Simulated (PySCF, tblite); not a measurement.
# C4H9FSi2: geometry, infrared bands and NMR shifts

Aim: predict the infrared bands and NMR shifts of C4H9FSi2 (`F[C@H]1C[SiH2]C=C[SiH2]1`).

Programs: tblite 0.8.0 and PySCF 2.14.0, with density-fitted response routines of our own. Each step states its level of theory. These are calculated values for one molecule in the gas phase, unless marked as measured. Atoms are numbered from 0 throughout.

**1. The starting structure**

16 atoms, charge 0, multiplicity 1; geometry from: force field or distance geometry start.

Bonds of the start (Å): F0–C1 1.35, C1–C2 1.51, C2–Si3 1.86, Si3–C4 1.82, C4–C5 1.33, C5–Si6 1.84, Si6–C1 1.87, C1–H7 1.13, C2–H8 1.10, C2–H9 1.12, Si3–H10 1.46, Si3–H11 1.47, C4–H12 1.09, C5–H13 1.10, Si6–H14 1.48, Si6–H15 1.47.

**2. Optimising the geometry with GFN2-xTB**

Job settings and geometry (Å):

```
{"job": {"kind": "relax", "xc": "GFN2-xTB", "basis": "xTB"}, "charge": 0, "multiplicity": 1}
F     -2.193200     1.195100     1.254000
C     -1.109500     0.555900     0.773200
C     -1.391500    -0.554600    -0.216200
Si     0.139300    -1.616200    -0.267500
C      1.676300    -0.648200    -0.172300
C      1.699600     0.678900    -0.100200
Si     0.144100     1.661600    -0.060100
H     -0.572000     0.082000     1.642300
H     -1.473100    -0.069800    -1.200900
H     -2.323500    -1.122900     0.012500
H      0.058100    -2.410500    -1.491900
H      0.071700    -2.542700     0.877400
H      2.639400    -1.162000    -0.189700
H      2.672300     1.197700    -0.056300
H     -0.327300     1.815000    -1.456800
H      0.281700     2.949500     0.641100
```

The run is started by

```bash
$ OMP_NUM_THREADS=1 python probes_run.py task.json out
```

The driver reads the jobs from task.json and runs them one after another.

**Question.** This job is followed by: GFN2-xTB harmonic vibrations, gas phase; GIAO PBE0/pcSseg-1 NMR shielding, non-relativistic, gas phase. What will the session give for the following? strongest single infrared mode (GFN2-xTB); zero-point energy (GFN2-xTB); 13C shifts against TMS (PBE0/pcSseg-1); 1H shifts against TMS (PBE0/pcSseg-1); 19F shifts against CFCl3 (PBE0/pcSseg-1); 29Si shifts against TMS (PBE0/pcSseg-1); surface potential, 1st and 99th percentile.

As calculated:

| quantity | value |
| --- | --- |
| strongest single infrared mode (GFN2-xTB) | 2234 cm⁻¹, 497 km/mol |
| zero-point energy (GFN2-xTB) | 69.6 kcal/mol |
| 13C shifts against TMS (PBE0/pcSseg-1) | 155.0, 153.4, 85.9, 19.2 ppm |
| 1H shifts against TMS (PBE0/pcSseg-1) | 7.29, 7.26, 5.12, 4.53, 4.51, 4.48, 4.43, 1.94, 1.64 ppm |
| 19F shifts against CFCl3 (PBE0/pcSseg-1) | -219.6 ppm |
| 29Si shifts against TMS (PBE0/pcSseg-1) | -50.7, -56.5 ppm |
| surface potential, 1st and 99th percentile | -1.14 V and 1.15 V |

What this shows: Relaxing lowered the energy by 0.479 eV in 88 steps; the close pair that moved most is Si3–C4, from 1.819 to 1.885 Å. All 42 modes are real, so the xTB geometry is a minimum. The strongest single mode, at 2234 cm⁻¹, moves mainly H14. Unscaled tight-binding wavenumbers are off by several per cent, some by more. Its intensities can rank the bands wrongly. At PBE0/pcSseg-1, counted by nearest atom on the grid, the HOMO lies on C1 18 %; C4, C5 about 13 % each, the LUMO on C4, C5 about 30 % each; H12, H13 about 7 % each.
